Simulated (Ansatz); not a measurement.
# H₇InN₂Si: basis-set convergence

Aim: see how fast density functionals converge with the basis set for H₇InN₂Si.

Computed with Ansatz 0.2.0, Gaussian basis. Level: one geometry, several basis sets.

Plan: PBE0-D4/def2-SVP; ωB97M-V/def2-SVP; PBE0-D4/def2-QZVPP; ωB97M-V/def2-QZVPP; the functionals' def2-TZVPP values are taken from earlier runs.

## 1. The geometry

An earlier PBE0-D4 in a triple-zeta def2 set relaxation fixed the geometry. In takes the def2 core potential; no spin-orbit term is included.

11 atoms, charge 0, spin multiplicity 1.

Atoms are counted from 1 here; the program's logs count them from 0.

Bond lengths: N1–Si2 1.803 Å, N1–H5 1.012 Å, N1–H6 1.012 Å, Si2–N3 1.670 Å, Si2–H7 1.494 Å, Si2–H8 1.493 Å, N3–In4 2.123 Å, N3–H9 1.005 Å, In4–H10 1.724 Å, In4–H11 1.724 Å. Angles: Si2–N1–H5 115.3°, Si2–N1–H6 115.3°, H5–N1–H6 107.8°, N1–Si2–N3 97.5°, N1–Si2–H7 106.7°, N1–Si2–H8 106.9°, N3–Si2–H7 118.6°, N3–Si2–H8 118.5°, H7–Si2–H8 106.9°, Si2–N3–In4 102.8°, Si2–N3–H9 127.4°, In4–N3–H9 129.8°, N3–In4–H10 114.9°, N3–In4–H11 114.9°, H10–In4–H11 127.5°.

## 2. PBE0-D4 in def2-SVP

The input, in.yaml:

```yaml
crystal:
  periodic: [false, false, false]
  atoms:
    - {symbol: N, position_ang: [-0.967082, 0.524682, -0.495817]}
    - {symbol: Si, position_ang: [0.511363, 1.148518, 0.325853]}
    - {symbol: N, position_ang: [1.219736, -0.328725, 0.651350]}
    - {symbol: In, position_ang: [-0.169713, -1.707380, -0.170985]}
    - {symbol: H, position_ang: [-1.840820, 0.724310, -0.024806]}
    - {symbol: H, position_ang: [-1.069921, 0.795099, -1.466063]}
    - {symbol: H, position_ang: [1.184608, 2.067053, -0.640506]}
    - {symbol: H, position_ang: [0.050776, 1.987128, 1.472646]}
    - {symbol: H, position_ang: [2.092773, -0.496623, 1.118989]}
    - {symbol: H, position_ang: [0.230555, -2.290235, -1.742953]}
    - {symbol: H, position_ang: [-1.242294, -2.423827, 0.972273]}
basis:
  gaussian: {orbitals: def2-SVP}
hamiltonian: {xc: pbe0, dispersion: d4}
output: {orbitals: {seedname: orbitals}}
```

Further steps of the session: ωB97M-V in def2-SVP; PBE0-D4 in def2-QZVPP; ωB97M-V in def2-QZVPP.

Q: Predict the results of all the runs planned. Wanted: PBE0-D4: double and triple zeta above quadruple; ωB97M-V: double and triple zeta above quadruple.

**Answer**, as computed:

```
                                       quantity          value
PBE0-D4: double and triple zeta above quadruple  7.35, 0.52 eV
ωB97M-V: double and triple zeta above quadruple  7.49, 0.48 eV
```

In words: For PBE0-D4 the step from double to triple zeta gains 6.83 eV and the next only 0.52 eV. These are total energies; as a rule much of such shifts cancels in differences, which this series doesn't test. The LUMO of ωB97M-V is positive and keeps falling with the basis (1.08 to 0.35 eV): an unbound level that the basis holds in place.
